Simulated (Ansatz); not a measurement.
**BPd4 in Ansatz: the effect of functional**

Crystal: BPd4.

```
CELL_PARAMETERS angstrom
2.89203 0.00000 0.00000
0.00000 4.36501 0.00000
0.00000 0.00000 5.85632
ATOMIC_POSITIONS crystal
Pd 0.50000 0.00000 0.19758
Pd 0.00000 0.00000 0.61947
Pd 0.00000 0.50000 0.32916
Pd 0.50000 0.50000 0.86756
B 0.50000 0.00000 0.86323
```

The cell comes from a database or a generator and needn't be the stable form of this composition.

Alike in all runs:

| Item | Value |
| --- | --- |
| Program | Ansatz 0.2.0 |
| Task | band structure |
| Potentials or basis | Ansatz PAW |
| k mesh | 7 × 5 × 4 |
| Occupations | fermi-dirac, width 0.05 eV |
| Spin | no spin polarisation |

```csv
functional,cutoff,pressure (GPa),largest force (eV/Å)
LDA,420 eV (not typed: the program's choice for these potentials),-13.3,0.22
PBE,420 eV (not typed: the program's choice for these potentials),-1.2,0.26
PBEsol,420 eV (not typed: the program's choice for these potentials),-8.5,0.19
RPBE,420 eV (not typed: the program's choice for these potentials),2.8,0.27
revPBE,420 eV (not typed: the program's choice for these potentials),1.7,0.26
BLYP,420 eV (not typed: the program's choice for these potentials),7.2,0.30
r2SCAN,500 eV (not typed: the program's choice for these potentials),?,?
```

What does the run with functional r2SCAN give?

Pressure -4.6 GPa; largest force 0.32 eV/Å.

Caveats: the PAW data sets come from PBE, with cores solved anew for the run's functional, which leaves a small shift of forces and pressure (some runs).
